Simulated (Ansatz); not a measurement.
**C₄H₄F₂O₃: geometry at several levels**

Aim: geometry at several levels, for C₄H₄F₂O₃, with the cost of each level.

Program: Ansatz 0.2.0. Level of theory: the levels named in each step. These are calculated values, not measurements.

## 1. The starting structure

Bond lengths: C1–C2 1.491 Å, C2–O3 1.184 Å, C2–O4 1.405 Å, O4–C5 1.343 Å, C5–O6 1.187 Å, C5–C7 1.553 Å, C7–F8 1.347 Å, C7–F9 1.347 Å, C1–H10 1.088 Å, C1–H11 1.088 Å, C1–H12 1.086 Å, C7–H13 1.103 Å. Angles (14 of 19 angles, heavy atoms first): C1–C2–O3 128.6°, C1–C2–O4 108.3°, O3–C2–O4 123.1°, C2–O4–C5 123.1°, O4–C5–O6 128.1°, O4–C5–C7 109.0°, O6–C5–C7 122.9°, C5–C7–F8 109.8°, C5–C7–F9 111.8°, F8–C7–F9 107.4°, C2–C1–H10 109.2°, C2–C1–H11 109.5°, C2–C1–H12 109.8°, C5–C7–H13 110.7°.

Structure file:

```xyz
13

C     2.8327    0.7011   -0.8352
C     1.8040   -0.3699   -0.7006
O     1.9204   -1.5332   -0.8871
O     0.5893    0.2305   -0.3285
C    -0.4731   -0.4686    0.1017
O    -0.5365   -1.6281    0.3451
C    -1.6839    0.4915    0.2513
F    -2.2833    0.2890    1.4404
F    -1.3070    1.7842    0.2063
H     3.0020    1.1595    0.1372
H     2.4666    1.4749   -1.5059
H     3.7581    0.2762   -1.2114
H    -2.4248    0.3121   -0.5462
```

## 2. A rough first relaxation, PBE-D4/def2-SVP

This run stands in another session on the same molecule. It ended at:

```xyz
13

C     2.8730    0.6335   -0.8833
C     1.7311   -0.3366   -0.8136
O     1.7243   -1.5006   -1.1018
O     0.5644    0.3447   -0.3724
C    -0.4016   -0.3084    0.3575
O    -0.2481   -1.3047    1.0090
C    -1.7344    0.4555    0.2070
F    -2.6282   -0.0357    1.0935
F    -1.5388    1.7833    0.4492
H     3.1602    0.9254    0.1482
H     2.5624    1.5600   -1.4044
H     3.7334    0.1649   -1.3916
H    -2.1331    0.3380   -0.8302
```

## 3. Relaxation, HF/STO-3G

The input, input.yaml:

```yaml
crystal:
  periodic: [false, false, false]
  atoms:
    - { symbol: C, position_ang: [2.87301487, 0.63350992, -0.88334575] }
    - { symbol: C, position_ang: [1.73114463, -0.33664301, -0.8136486] }
    - { symbol: O, position_ang: [1.72426398, -1.50057359, -1.10180477] }
    - { symbol: O, position_ang: [0.56436745, 0.34470154, -0.37236228] }
    - { symbol: C, position_ang: [-0.40161616, -0.30839067, 0.3575006] }
    - { symbol: O, position_ang: [-0.24814114, -1.30465976, 1.00901053] }
    - { symbol: C, position_ang: [-1.73444338, 0.45547596, 0.20697852] }
    - { symbol: F, position_ang: [-2.62823825, -0.03570548, 1.09353219] }
    - { symbol: F, position_ang: [-1.53877781, 1.78327749, 0.44920927] }
    - { symbol: H, position_ang: [3.16024565, 0.92540538, 0.14820322] }
    - { symbol: H, position_ang: [2.56237256, 1.56004803, -1.40443758] }
    - { symbol: H, position_ang: [3.73339224, 0.16486837, -1.39155065] }
    - { symbol: H, position_ang: [-2.13307465, 0.33804583, -0.8301847] }
basis:
  gaussian: { orbitals: STO-3G }
hamiltonian:
  xc: hf
relax:
  f_tol: 0.004
  max_steps: 150
```

On the command line:

```console
$ ansatz run input.yaml --threads 4 --pin off --max-ram 10240MiB --backend cpu --events-out ev --progress --plain --runs-dir out
```

Standard output (excerpt; [...] marks lines left out):

```text
Warning: RAYON_NUM_THREADS=4 ignored (pool sized by the plan → 4); use --threads N
[...]
Functional definition: HF
[...]
772 factors; integrals over basis functions are off by at most 9.2e-6 eV
[...]
mean field -15497.71736773 eV, -569.5306085338 hartree, gradient 1.7e-5 eV, S^2 0.000000; 0 other end points of the search recorded, 0 dependent functions left out
[...]
reference -15497.71736773 eV, -569.5306085338 hartree; 35, 35 occupied and 14, 14 virtual orbitals, 772 factors
relax step   1: F+E_penalty+E_count = -15497.71736773 eV  Δ(F+E_penalty+E_count) = +0.000e0 eV  max|allowed force component| = 1.626e0 eV/Å  Δτ_max = 0.0000 Å  (41 SCF iters, accepted)
[...]
relax step   7: F+E_penalty+E_count = -15497.92307315 eV  Δ(F+E_penalty+E_count) = -1.215e-3 eV  max|allowed force component| = 8.721e-2 eV/Å  Δτ_max = 0.0404 Å  (31 SCF iters, accepted)
[...]
relax step  13: F+E_penalty+E_count = -15497.92536459 eV  Δ(F+E_penalty+E_count) = -3.444e-4 eV  max|allowed force component| = 3.285e-2 eV/Å  Δτ_max = 0.0089 Å  (31 SCF iters, accepted)
[...]
relax step  19: F+E_penalty+E_count = -15497.92594332 eV  Δ(F+E_penalty+E_count) = +1.130e-5 eV  max|allowed force component| = 3.714e-2 eV/Å  Δτ_max = 0.0241 Å  (31 SCF iters, rejected (line search))
[...]
relax step  23: F+E_penalty+E_count = -15497.92607040 eV  Δ(F+E_penalty+E_count) = -1.120e-5 eV  max|allowed force component| = 5.247e-3 eV/Å  Δτ_max = 0.0017 Å  (32 SCF iters, accepted)
[...]
772 factors; integrals over basis functions are off by at most 9.3e-6 eV
mean field -15497.92607571 eV, -569.5382784107 hartree, gradient 1.8e-5 eV, S^2 0.000000; 1 other end points of the search recorded, 0 dependent functions left out
[...]
reference -15497.92607571 eV, -569.5382784107 hartree; 35, 35 occupied and 14, 14 virtual orbitals, 772 factors
Total energy: -15497.92607571 eV, -569.5382784107 hartree
Atom 0 at     2.888765     0.668198    -0.966616 Å, force     0.000868     0.000767    -0.001770 eV/Å
Atom 1 at     1.779852    -0.345490    -0.639850 Å, force     0.000402     0.001146     0.003847 eV/Å
Atom 2 at     1.868827    -1.553121    -0.671045 Å, force    -0.000408    -0.000158    -0.000965 eV/Å
Atom 3 at     0.588474     0.345000    -0.332804 Å, force    -0.002421    -0.002326    -0.002674 eV/Å
Atom 4 at    -0.453189    -0.388317     0.243893 Å, force     0.003140     0.001663     0.000809 eV/Å
Atom 5 at    -0.376983    -1.510095     0.694262 Å, force    -0.001085     0.000175    -0.000202 eV/Å
Atom 6 at    -1.754386     0.507812     0.253087 Å, force    -0.000902    -0.000707    -0.002655 eV/Å
Atom 7 at    -2.769043    -0.154535     0.903753 Å, force    -0.000594    -0.000926     0.000465 eV/Å
Atom 8 at    -1.510186     1.694650     0.910233 Å, force     0.000940     0.001144     0.000679 eV/Å
Atom 9 at     3.084018     1.292636    -0.099105 Å, force    -0.000074    -0.000921    -0.000456 eV/Å
Atom 10 at     2.574026     1.305775    -1.788149 Å, force     0.000469    -0.000043     0.001131 eV/Å
Atom 11 at     3.793843     0.137456    -1.243640 Å, force    -0.000947     0.000376     0.000287 eV/Å
Atom 12 at    -2.049508     0.719391    -0.796918 Å, force     0.000611    -0.000190     0.001504 eV/Å
Dipole moment:     0.187752     0.444760    -0.324696 e Å
```

Wall time 26 s (4 threads of Arm Neoverse N1, shared host); peak memory 0.12 GiB.

The steps of the relaxation:

```
step  energy from step 1 (eV)  largest force component (eV/Å)
   1                   0.0000                          1.6263
   2                  -0.1694                          0.6792
   3                  -0.1852                          0.6186
   4                  -0.1965                          0.2253
   5                  -0.2027                          0.1682
   6                  -0.2045                          0.1354
   7                  -0.2057                          0.0872
   8                  -0.2063                          0.0622
   9                  -0.2069                          0.0505
  10                  -0.2071                          0.0617
  11                  -0.2075                          0.0690
  12                  -0.2077                          0.0830
  13                  -0.2080                          0.0329
  14                  -0.2082                          0.0201
  15                  -0.2083                          0.0270
  16                  -0.2084                          0.0279
  17                  -0.2085                          0.0244
  18                  -0.2086                          0.0243
  19                  -0.2086                          0.0371
  20                  -0.2086                          0.0118
  21                  -0.2087                          0.0076
  22                  -0.2087                          0.0089
  23                  -0.2087                          0.0052
  24                  -0.2087                          0.0038
```

Step 1 is the start. Step 19 was tried and not accepted.

Before: Bond lengths: C1–C2 1.500 Å, C2–O3 1.199 Å, C2–O4 1.421 Å, O4–C5 1.376 Å, C5–O6 1.200 Å, C5–C7 1.544 Å, C7–F8 1.351 Å, C7–F9 1.364 Å, C1–H10 1.110 Å, C1–H11 1.107 Å, C1–H12 1.104 Å, C7–H13 1.117 Å. Angles (14 of 19 angles, heavy atoms first): C1–C2–O3 128.4°, C1–C2–O4 109.2°, O3–C2–O4 122.4°, C2–O4–C5 120.9°, O4–C5–O6 126.3°, O4–C5–C7 108.6°, O6–C5–C7 125.0°, C5–C7–F8 109.1°, C5–C7–F9 109.9°, F8–C7–F9 109.4°, C2–C1–H10 108.9°, C2–C1–H11 110.5°, C2–C1–H12 109.9°, C5–C7–H13 110.3°.

After: Bond lengths: C1–C2 1.538 Å, C2–O3 1.211 Å, C2–O4 1.411 Å, O4–C5 1.398 Å, C5–O6 1.211 Å, C5–C7 1.580 Å, C7–F8 1.375 Å, C7–F9 1.378 Å, C1–H10 1.087 Å, C1–H11 1.087 Å, C1–H12 1.085 Å, C7–H13 1.111 Å. Angles (14 of 19 angles, heavy atoms first): C1–C2–O3 126.8°, C1–C2–O4 109.4°, O3–C2–O4 123.7°, C2–O4–C5 117.5°, O4–C5–O6 126.3°, O4–C5–C7 108.6°, O6–C5–C7 125.1°, C5–C7–F8 109.7°, C5–C7–F9 110.2°, F8–C7–F9 108.7°, C2–C1–H10 109.8°, C2–C1–H11 109.8°, C2–C1–H12 109.5°, C5–C7–H13 108.7°.

## 4. Relaxation, HF/6-31G*

input.yaml: that of step 3 with these lines changed.

```diff
@@ -17,3 +17,3 @@
 basis:
-  gaussian: { orbitals: STO-3G }
+  gaussian: { orbitals: "6-31G*" }
 hamiltonian:
```

On the command line:

```console
$ ansatz run input.yaml --threads 4 --pin off --max-ram 10240MiB --backend cpu --events-out ev --progress --plain --runs-dir out
```

Standard output (excerpt; [...] marks lines left out):

```text
Warning: RAYON_NUM_THREADS=4 ignored (pool sized by the plan → 4); use --threads N
[...]
[... 1 set-up line as earlier in the session ...]
[...]
1480 factors; integrals over basis functions are off by at most 3.7e-4 eV
[...]
mean field -15708.25853360 eV, -577.2678536697 hartree, gradient 1.9e-5 eV, S^2 0.000000; 0 other end points of the search recorded, 0 dependent functions left out
[...]
reference -15708.25853360 eV, -577.2678536697 hartree; 35, 35 occupied and 108, 108 virtual orbitals, 1480 factors
relax step   1: F+E_penalty+E_count = -15708.25853360 eV  Δ(F+E_penalty+E_count) = +0.000e0 eV  max|allowed force component| = 3.032e0 eV/Å  Δτ_max = 0.0000 Å  (42 SCF iters, accepted)
[...]
relax step   5: F+E_penalty+E_count = -15708.52312082 eV  Δ(F+E_penalty+E_count) = -1.034e-3 eV  max|allowed force component| = 6.277e-2 eV/Å  Δτ_max = 0.0060 Å  (30 SCF iters, accepted)
[...]
Atom 3 at     0.576056     0.332232    -0.332644 Å, force     0.000570    -0.001401     0.001747 eV/Å
Atom 4 at    -0.386836    -0.306021     0.359376 Å, force    -0.001760     0.001687     0.000984 eV/Å
Atom 5 at    -0.246377    -1.273329     1.003516 Å, force     0.001188     0.000425    -0.001211 eV/Å
Atom 6 at    -1.703135     0.444014     0.196146 Å, force     0.000206    -0.000214    -0.001179 eV/Å
Atom 7 at    -2.603917    -0.062095     1.026206 Å, force    -0.000493    -0.000257     0.000219 eV/Å
Atom 8 at    -1.514173     1.732615     0.498329 Å, force     0.000389     0.000256     0.000257 eV/Å
Atom 9 at     3.108022     0.974743     0.117159 Å, force    -0.000021     0.000050    -0.000616 eV/Å
Atom 10 at     2.571544     1.502001    -1.464068 Å, force     0.000134    -0.000308     0.000271 eV/Å
Atom 11 at     3.696322     0.134704    -1.329686 Å, force    -0.000371     0.000526     0.000265 eV/Å
Atom 12 at    -2.065855     0.372988    -0.817546 Å, force    -0.000241     0.000148     0.000228 eV/Å
Dipole moment:     0.295080     0.618959    -0.426922 e Å
```

Wall time 50 s (4 threads of Arm Neoverse N1, shared host); peak memory 0.4 GiB.

The steps of the relaxation:

```
step  E - E(step 1) (eV)  largest force component (eV/Å)
   1              0.0000                          3.0319
   2             -0.2485                          0.5670
   3             -0.2609                          0.4023
   4             -0.2636                          0.1114
   5             -0.2646                          0.0628
   6             -0.2650                          0.0412
   7             -0.2652                          0.0349
   8             -0.2652                          0.0614
   9             -0.2655                          0.0287
  10             -0.2656                          0.0198
  11             -0.2656                          0.0268
  12             -0.2656                          0.0222
  13             -0.2656                          0.0118
  14             -0.2656                          0.0158
  15             -0.2657                          0.0208
  16             -0.2657                          0.0055
  17             -0.2657                          0.0018
```

Step 1 is the start.

Before: Bond lengths: C1–C2 1.500 Å, C2–O3 1.199 Å, C2–O4 1.421 Å, O4–C5 1.376 Å, C5–O6 1.200 Å, C5–C7 1.544 Å, C7–F8 1.351 Å, C7–F9 1.364 Å, C1–H10 1.110 Å, C1–H11 1.107 Å, C1–H12 1.104 Å, C7–H13 1.117 Å. Angles (14 of 19 angles, heavy atoms first): C1–C2–O3 128.4°, C1–C2–O4 109.2°, O3–C2–O4 122.4°, C2–O4–C5 120.9°, O4–C5–O6 126.3°, O4–C5–C7 108.6°, O6–C5–C7 125.0°, C5–C7–F8 109.1°, C5–C7–F9 109.9°, F8–C7–F9 109.4°, C2–C1–H10 108.9°, C2–C1–H11 110.5°, C2–C1–H12 109.9°, C5–C7–H13 110.3°.

After: Bond lengths: C1–C2 1.498 Å, C2–O3 1.173 Å, C2–O4 1.378 Å, O4–C5 1.347 Å, C5–O6 1.171 Å, C5–C7 1.524 Å, C7–F8 1.325 Å, C7–F9 1.337 Å, C1–H10 1.084 Å, C1–H11 1.083 Å, C1–H12 1.079 Å, C7–H13 1.079 Å. Angles (14 of 19 angles, heavy atoms first): C1–C2–O3 127.4°, C1–C2–O4 110.2°, O3–C2–O4 122.3°, C2–O4–C5 122.1°, O4–C5–O6 126.1°, O4–C5–C7 109.2°, O6–C5–C7 124.7°, C5–C7–F8 109.4°, C5–C7–F9 109.2°, F8–C7–F9 108.8°, C2–C1–H10 109.3°, C2–C1–H11 109.9°, C2–C1–H12 109.3°, C5–C7–H13 111.0°.

## 5. Relaxation, LDA/def2-SVP

input.yaml: that of step 4 with these lines changed.

```diff
@@ -17,5 +17,5 @@
 basis:
-  gaussian: { orbitals: "6-31G*" }
+  gaussian: { orbitals: def2-SVP }
 hamiltonian:
-  xc: hf
+  xc: lda
 relax:
```

On the command line:

```console
$ ansatz run input.yaml --threads 4 --pin off --max-ram 10240MiB --backend cpu --events-out ev --progress --plain --runs-dir out
```

Standard output (excerpt; [...] marks lines left out):

```text
Warning: RAYON_NUM_THREADS=4 ignored (pool sized by the plan → 4); use --threads N
[...]
Functional definition: SPW92
[...]
1589 factors; their error is unknown
[...]
mean field -15659.97830779 eV, -575.4935880966 hartree, gradient 3.7e-5 eV, S^2 0.000000; 0 other end points of the search recorded, 0 dependent functions left out
[...]
reference -15659.97833667 eV, -575.4935891581 hartree; 35, 35 occupied and 111, 111 virtual orbitals, 1589 factors
relax step   1: F+E_penalty+E_count = -15659.97830779 eV  Δ(F+E_penalty+E_count) = +0.000e0 eV  max|allowed force component| = 8.886e-1 eV/Å  Δτ_max = 0.0000 Å  (31 SCF iters, accepted)
[...]
relax step   4: F+E_penalty+E_count = -15660.03551231 eV  Δ(F+E_penalty+E_count) = -3.516e-4 eV  max|allowed force component| = 3.302e-2 eV/Å  Δτ_max = 0.0045 Å  (33 SCF iters, accepted)
[...]
Atom 3 at     0.572398     0.355986    -0.344785 Å, force     0.002254    -0.000942    -0.001045 eV/Å
Atom 4 at    -0.393516    -0.307846     0.336936 Å, force    -0.001114    -0.000332     0.001946 eV/Å
Atom 5 at    -0.255641    -1.326787     0.941828 Å, force     0.000903     0.000170    -0.000980 eV/Å
Atom 6 at    -1.707657     0.451760     0.207595 Å, force    -0.001484     0.002264    -0.000813 eV/Å
Atom 7 at    -2.558480     0.001844     1.128354 Å, force     0.000863     0.000933    -0.001071 eV/Å
Atom 8 at    -1.498084     1.766106     0.386448 Å, force    -0.000457    -0.003305    -0.000488 eV/Å
Atom 9 at     3.136545     0.933039     0.162170 Å, force     0.000017    -0.000886    -0.000378 eV/Å
Atom 10 at     2.550196     1.559054    -1.398005 Å, force     0.000344    -0.000111     0.000441 eV/Å
Atom 11 at     3.709342     0.148144    -1.371187 Å, force    -0.000151    -0.000292    -0.000110 eV/Å
Atom 12 at    -2.139749     0.290081    -0.815710 Å, force     0.000510     0.000079     0.001605 eV/Å
Dipole moment:     0.311596     0.535021    -0.341155 e Å
```

Run time: 30 s. Hardware: 4 threads of Arm Neoverse N1, shared host; peak memory 0.2 GiB.

Relaxation path:

```
step  energy from step 1 (eV)  largest force component (eV/Å)
   1                   0.0000                          0.8886
   2                  -0.0487                          0.4153
   3                  -0.0569                          0.0876
   4                  -0.0572                          0.0330
   5                  -0.0574                          0.0170
   6                  -0.0576                          0.0355
   7                  -0.0577                          0.0201
   8                  -0.0578                          0.0092
   9                  -0.0578                          0.0177
  10                  -0.0579                          0.0129
  11                  -0.0578                          0.0586
  12                  -0.0579                          0.0142
  13                  -0.0579                          0.0126
  14                  -0.0579                          0.0103
  15                  -0.0579                          0.0033
```

Step 1 is the start. Step 11 was tried and not accepted.

Before: Bond lengths: C1–C2 1.500 Å, C2–O3 1.199 Å, C2–O4 1.421 Å, O4–C5 1.376 Å, C5–O6 1.200 Å, C5–C7 1.544 Å, C7–F8 1.351 Å, C7–F9 1.364 Å, C1–H10 1.110 Å, C1–H11 1.107 Å, C1–H12 1.104 Å, C7–H13 1.117 Å. Angles (14 of 19 angles, heavy atoms first): C1–C2–O3 128.4°, C1–C2–O4 109.2°, O3–C2–O4 122.4°, C2–O4–C5 120.9°, O4–C5–O6 126.3°, O4–C5–C7 108.6°, O6–C5–C7 125.0°, C5–C7–F8 109.1°, C5–C7–F9 109.9°, F8–C7–F9 109.4°, C2–C1–H10 108.9°, C2–C1–H11 110.5°, C2–C1–H12 109.9°, C5–C7–H13 110.3°.

After: Bond lengths: C1–C2 1.482 Å, C2–O3 1.193 Å, C2–O4 1.397 Å, O4–C5 1.356 Å, C5–O6 1.193 Å, C5–C7 1.523 Å, C7–F8 1.332 Å, C7–F9 1.343 Å, C1–H10 1.112 Å, C1–H11 1.110 Å, C1–H12 1.106 Å, C7–H13 1.122 Å. Angles (14 of 19 angles, heavy atoms first): C1–C2–O3 128.4°, C1–C2–O4 109.6°, O3–C2–O4 122.0°, C2–O4–C5 120.6°, O4–C5–O6 126.2°, O4–C5–C7 109.1°, O6–C5–C7 124.7°, C5–C7–F8 108.9°, C5–C7–F9 110.0°, F8–C7–F9 109.8°, C2–C1–H10 109.1°, C2–C1–H11 110.4°, C2–C1–H12 109.9°, C5–C7–H13 109.7°.

## 6. Relaxation, PBE-D4/def2-SVP

input.yaml: that of step 5 with these lines changed.

```diff
@@ -19,3 +19,4 @@
 hamiltonian:
-  xc: lda
+  xc: pbe
+  dispersion: d4
 relax:
```

On the command line:

```console
$ ansatz run input.yaml --threads 4 --pin off --max-ram 10240MiB --backend cpu --events-out ev --progress --plain --runs-dir out
```

Standard output (excerpt; [...] marks lines left out):

```text
Warning: RAYON_NUM_THREADS=4 ignored (pool sized by the plan → 4); use --threads N
[...]
Functional definition: PBE
[...]
1589 factors; their error is unknown
[...]
mean field -15759.62617465 eV, -579.1555796602 hartree, gradient 3.6e-5 eV, S^2 0.000000; 0 other end points of the search recorded, 0 dependent functions left out
[...]
reference -15759.62620547 eV, -579.1555807925 hartree; 35, 35 occupied and 111, 111 virtual orbitals, 1589 factors
relax step   1: F+E_penalty+E_count = -15759.89691195 eV  Δ(F+E_penalty+E_count) = +0.000e0 eV  max|allowed force component| = 2.875e-2 eV/Å  Δτ_max = 0.0000 Å  (31 SCF iters, accepted)
[...]
relax step   4: F+E_penalty+E_count = -15759.89703035 eV  Δ(F+E_penalty+E_count) = -1.160e-5 eV  max|allowed force component| = 4.374e-3 eV/Å  Δτ_max = 0.0022 Å  (25 SCF iters, accepted)
[...]
Atom 3 at     0.565100     0.337554    -0.366681 Å, force    -0.000178     0.001079     0.000768 eV/Å
Atom 4 at    -0.405531    -0.316854     0.356191 Å, force    -0.002192     0.000128    -0.002603 eV/Å
Atom 5 at    -0.259024    -1.317963     1.001512 Å, force     0.001017    -0.000164     0.001026 eV/Å
Atom 6 at    -1.731506     0.460261     0.209960 Å, force     0.000493    -0.000294     0.001566 eV/Å
Atom 7 at    -2.644512    -0.058039     1.059311 Å, force     0.000109    -0.000180    -0.000022 eV/Å
Atom 8 at    -1.528972     1.775159     0.509573 Å, force    -0.000511     0.000905     0.000059 eV/Å
Atom 9 at     3.143037     0.972431     0.129549 Å, force    -0.000038     0.000063     0.000238 eV/Å
Atom 10 at     2.558347     1.537810    -1.453835 Å, force     0.000198     0.000018     0.000426 eV/Å
Atom 11 at     3.739611     0.155910    -1.372965 Å, force    -0.000025     0.000372    -0.000069 eV/Å
Atom 12 at    -2.113183     0.387945    -0.837190 Å, force     0.000628     0.000074    -0.000495 eV/Å
Dipole moment:     0.319287     0.517628    -0.368449 e Å
```

It took 41 s on 4 threads of Arm Neoverse N1, shared host; peak memory 0.2 GiB.

Relaxation path:

```csv
step,E - E(step 1) (eV),largest force component (eV/Å)
1,0.0000,0.0287
2,-0.0001,0.0222
3,-0.0001,0.0040
4,-0.0001,0.0044
5,-0.0002,0.0096
6,-0.0002,0.0121
7,-0.0002,0.0115
8,-0.0003,0.0081
9,-0.0003,0.0159
10,-0.0003,0.0115
11,-0.0003,0.0074
12,-0.0003,0.0114
13,-0.0003,0.0031
```

Step 1 is the start.

Before: Bond lengths: C1–C2 1.500 Å, C2–O3 1.199 Å, C2–O4 1.421 Å, O4–C5 1.376 Å, C5–O6 1.200 Å, C5–C7 1.544 Å, C7–F8 1.351 Å, C7–F9 1.364 Å, C1–H10 1.110 Å, C1–H11 1.107 Å, C1–H12 1.104 Å, C7–H13 1.117 Å. Angles (14 of 19 angles, heavy atoms first): C1–C2–O3 128.4°, C1–C2–O4 109.2°, O3–C2–O4 122.4°, C2–O4–C5 120.9°, O4–C5–O6 126.3°, O4–C5–C7 108.6°, O6–C5–C7 125.0°, C5–C7–F8 109.1°, C5–C7–F9 109.9°, F8–C7–F9 109.4°, C2–C1–H10 108.9°, C2–C1–H11 110.5°, C2–C1–H12 109.9°, C5–C7–H13 110.3°.

After: Bond lengths: C1–C2 1.501 Å, C2–O3 1.199 Å, C2–O4 1.421 Å, O4–C5 1.376 Å, C5–O6 1.200 Å, C5–C7 1.544 Å, C7–F8 1.350 Å, C7–F9 1.364 Å, C1–H10 1.109 Å, C1–H11 1.108 Å, C1–H12 1.104 Å, C7–H13 1.117 Å. Angles (14 of 19 angles, heavy atoms first): C1–C2–O3 128.4°, C1–C2–O4 109.3°, O3–C2–O4 122.3°, C2–O4–C5 121.0°, O4–C5–O6 126.4°, O4–C5–C7 108.5°, O6–C5–C7 125.1°, C5–C7–F8 109.1°, C5–C7–F9 109.7°, F8–C7–F9 109.4°, C2–C1–H10 109.2°, C2–C1–H11 110.4°, C2–C1–H12 109.8°, C5–C7–H13 110.5°.

## 7. The levels compared

| level | C1–C2 (Å) | C2–O3 (Å) | C2–O4 (Å) | rotational constants (MHz) | dipole (D) | CPU time |
| --- | --- | --- | --- | --- | --- | --- |
| HF/STO-3G | 1.5375 | 1.2113 | 1.4108 | 3395.5, 928.01, 754.45 | 2.79 | 89 s |
| HF/6-31G* | 1.4984 | 1.1727 | 1.3779 | 3546.2, 968.42, 811.33 | 3.88 | 3.1 min |
| LDA/def2-SVP | 1.4820 | 1.1926 | 1.3974 | 3462.5, 975.16, 807.3 | 3.40 | 1.8 min |
| PBE-D4/def2-SVP | 1.5005 | 1.1989 | 1.4214 | 3401.5, 942.05, 782.9 | 3.42 | 2.6 min |

Constants are for the commonest isotopes at the equilibrium geometry; times are CPU times of the relaxations.

## 8. What came out

| quantity | value |
| --- | --- |
| C1–C2 at PBE-D4/def2-SVP | 1.501 Å |
| C2–O3 at PBE-D4/def2-SVP | 1.199 Å |
| C2–O4 at PBE-D4/def2-SVP | 1.421 Å |

The C1–C2 distance spreads over 0.056 Å, from LDA/def2-SVP (shortest) to HF/STO-3G.
